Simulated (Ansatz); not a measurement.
# MnPt2 (P-3m1) in Ansatz: equation of state

Aim: energy against volume of MnPt2 in PBE, for its equilibrium volume and stiffness.

Program: Ansatz 0.2.0. These are calculated values, not measurements. Logs are shortened: lines on timing, memory, paths and dates and some standing lists are left out, and cuts for length are marked.

**1. The structure**

The structure is trigonal, space group P-3m1 (No. 164). Conventional cell: a = 2.858 Å, b = 2.858 Å, c = 6.533 Å, α = 90.00°, β = 90.00°, γ = 120.00°. Pt (site symmetry 3m) is surrounded by 3 Mn at 2.64 Å and 9 Pt at 2.86 to 2.91 Å. Mn (site symmetry -3m) is surrounded by 6 Pt at 2.64 Å and 6 Mn at 2.86 Å.

The cell comes from a database or a generator and needn't be the stable form of this composition.

**2. Equation of state, PBE, collinear spin, ferromagnetic start**

Potentials or basis: all-electron LAPW, scalar-relativistic.

No new run: the results of the series are fitted here.

Results:

| Quantity | Value |
| --- | --- |
| Equilibrium volume | 15.37 Å³/atom |
| Bulk modulus at fixed shape and positions | 177 GPa |
| Pressure derivative of the bulk modulus | 3.6 (rough: it moves with the points fitted) |

Energy against volume, from the lowest point:
```csv
volume (Å³/atom),energy (meV/atom)
14.483,30.71
14.791,12.64
15.099,2.60
15.408,0.00
15.716,4.23
16.024,14.63
16.332,30.57
```

Caveat: the cell was scaled at fixed shape and fractional positions, which overstates the stiffness of a crystal with free parameters, most of all of layers and chains. The run has no spin-orbit coupling, so splittings on Pt are missing.
